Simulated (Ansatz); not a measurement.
**Si₂H₂SCl₄: a ladder of functionals and wavefunction methods**

How much do the methods differ for Si₂H₂SCl₄? The plan is to run it at one geometry with functionals of several rungs and with coupled cluster, and see how far each lands from CCSD(T) at the basis-set limit for the atomisation energy.

The runs use Ansatz 0.2.0, Gaussian basis; functionals in def2-TZVPP, the program's frozen cores in correlated methods.

The runs, in order: PBE-D4, r2SCAN-D4, PBE0-D4, B3LYP-D4, ωB97X-V, ωB97M-V, B2PLYP; CCSD(T)/def2-TZVPP; MP2/def2-QZVPP; extrapolation to the limit.

## Step 1: Structure used throughout

The geometry comes from an earlier relaxation with PBE0-D4/def2-TZVP; it is a stationary point, not always the lowest conformer.

SMILES `Cl[SiH2]S[Si](Cl)(Cl)Cl`, 9 atoms, charge 0, spin multiplicity 1.

Atoms are counted from 1 here; the program's logs count them from 0.

Bond lengths: Cl1–Si2 2.044 Å, Si2–S3 2.138 Å, Si2–H8 1.475 Å, Si2–H9 1.478 Å, S3–Si4 2.111 Å, Si4–Cl5 2.033 Å, Si4–Cl6 2.027 Å, Si4–Cl7 2.028 Å. Angles: Cl1–Si2–S3 112.6°, Cl1–Si2–H8 108.0°, Cl1–Si2–H9 109.2°, S3–Si2–H8 111.2°, S3–Si2–H9 103.5°, H8–Si2–H9 112.3°, Si2–S3–Si4 102.3°, S3–Si4–Cl5 112.3°, S3–Si4–Cl6 112.0°, S3–Si4–Cl7 106.6°, Cl5–Si4–Cl6 108.0°, Cl5–Si4–Cl7 109.4°, Cl6–Si4–Cl7 108.5°.

## Step 2: PBE-D4 (GGA)

Contents of in.yaml:

```yaml
crystal:
  periodic: [false, false, false]
  atoms:
    - {symbol: Cl, position_ang: [-2.324227, -0.596815, -0.922520]}
    - {symbol: Si, position_ang: [-0.375828, -1.119512, -1.250347]}
    - {symbol: S, position_ang: [0.795864, -1.092729, 0.537970]}
    - {symbol: Si, position_ang: [0.550407, 0.893410, 1.208710]}
    - {symbol: Cl, position_ang: [0.512260, 2.225673, -0.325902]}
    - {symbol: Cl, position_ang: [-1.152230, 1.125745, 2.284623]}
    - {symbol: Cl, position_ang: [2.132900, 1.296915, 2.411498]}
    - {symbol: H, position_ang: [0.177186, -0.200732, -2.263270]}
    - {symbol: H, position_ang: [-0.316342, -2.531956, -1.680761]}
basis:
  gaussian: {orbitals: def2-TZVPP}
hamiltonian: {xc: pbe, dispersion: d4}
output: {forces: true, orbitals: {seedname: orbitals}}
```

The run is started by

```console
> ansatz run in.yaml --threads 2 --pin off --events-out ev --progress --plain --max-ram 22528MiB --backend cuda --devices 0, --max-vram 18GiB
```

Further steps of the session: r2SCAN-D4 (meta-GGA); PBE0-D4 (hybrid); B3LYP-D4 (hybrid); ωB97X-V (range-separated); ωB97M-V (range-separated); B2PLYP (double hybrid); CCSD(T) in def2-TZVPP; MP2 in def2-QZVPP.

Before running them: what should the planned runs give, taken together? Wanted: atomisation energy, CCSD(T)/CBS; farthest; mean size of error, hybrid; mean size of error, range-separated; gap, smallest and largest; T1 diagnostic; triples share of the correlation energy.

The runs gave:

| quantity | value |
| --- | --- |
| atomisation energy, CCSD(T)/CBS | 2919.3 kJ/mol |
| functionals within 14.6 kJ/mol (0.5 %) | PBE0-D4 |
| farthest | B2PLYP (-96.4 kJ/mol) |
| mean size of error, hybrid | 30.9 kJ/mol |
| mean size of error, range-separated | 23.5 kJ/mol |
| gap, smallest and largest | 5.37 eV (PBE-D4), 12.12 eV (ωB97X-V) |
| T1 diagnostic | 0.0099 |
| triples share of the correlation energy | 4.4 % |

**Reading.** PBE-D4 is off by +27.3 kJ/mol, about 3.4 kJ/mol a bond. Double hybrids carry the basis error of their MP2 part in triple zeta, and no dispersion term here, so their miss is partly the set-up's. Misses under about 14.6 kJ/mol are within the doubt on the reference itself, which lacks core-valence correlation, relativity and higher excitations. Hartree-Fock recovers 73 % of the binding; the rest is correlation. Orbital gaps span 5.4 to 12.1 eV; exact exchange widens them.
